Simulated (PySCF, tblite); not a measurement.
**C2H8BN− (doublet): geometry, infrared bands and EPR parameters**

What infrared bands and EPR parameters should C2H8BN− (doublet) (`[BH2-]N(C)C`) show?

Computed with tblite 0.8.0 and PySCF 2.14.0, with density-fitted response routines of our own, on a single molecule in the gas phase. Atoms are numbered from 0 throughout.

### 1 The molecule as given

12 atoms, charge -1, multiplicity 2; geometry from: force field or distance geometry start.

Bonds of the start (Å): B0–N1 1.51, N1–C2 1.45, N1–C3 1.44, B0–H4 1.20, B0–H5 1.19, C2–H6 1.11, C2–H7 1.11, C2–H8 1.12, C3–H9 1.09, C3–H10 1.11, C3–H11 1.11.

### 2 Optimising the geometry with GFN2-xTB

The job: settings as JSON, then the geometry in Å.

```
{"job": {"kind": "relax", "xc": "GFN2-xTB", "basis": "xTB"}, "charge": -1, "multiplicity": 2}
B     -0.436700     1.456100     0.305500
N      0.099600     0.275800    -0.460600
C     -0.812500    -0.835700    -0.279900
C      1.405600    -0.137000    -0.003900
H     -1.154500     2.047400    -0.456900
H     -1.071900     1.155500     1.261200
H     -0.606100    -1.604800    -1.053700
H     -0.759000    -1.268400     0.739900
H     -1.840000    -0.405500    -0.425400
H      2.028200     0.745600     0.138200
H      1.254400    -0.652000     0.970200
H      1.894000    -0.777500    -0.760500
```

On the command line:

```console
> OMP_NUM_THREADS=1 python probes_run.py task.json out
```

One launch serves the whole session: the jobs run in the order shown.

**Question.** This job is followed by: GFN2-xTB harmonic vibrations, gas phase; UKS B3LYP, pcH-1 on B C H N, non-relativistic, mean-field spin-orbit, GIAO. What will the session give for the following? strongest single infrared mode (GFN2-xTB); zero-point energy (GFN2-xTB); g(iso) (B3LYP); ⟨S²⟩; largest a(iso) (averaged by class).

The runs gave:

| quantity | value |
| --- | --- |
| strongest single infrared mode (GFN2-xTB) | 1788 cm⁻¹, 816 km/mol |
| zero-point energy (GFN2-xTB) | 58.5 kcal/mol |
| g(iso) (B3LYP) | 2.00232 |
| ⟨S²⟩ | 0.752 (exact 0.75) |
| largest a(iso) (averaged by class) | 11B on B0, 234.9 MHz |

In words: Relaxing lowered the energy by 0.384 eV in 63 steps; the close pair that moved most is B0–H5, from 1.186 to 1.253 Å. All 30 modes are real, so the xTB geometry is a minimum. The strongest single mode, at 1788 cm⁻¹, moves mainly H5. GFN2-xTB is a fitted tight-binding method: band positions and strengths are rough. Its intensities can rank the bands wrongly. B0 carries the largest spin population, 1.05 e. The isotropic g lies 0.0 ppt below the free-electron value. The records flag this anion as possibly unbound in the gas phase, so the basis may hold the extra electron. The conformer search found further structures of the same energy, which may be mirror or relabelled copies of this one.
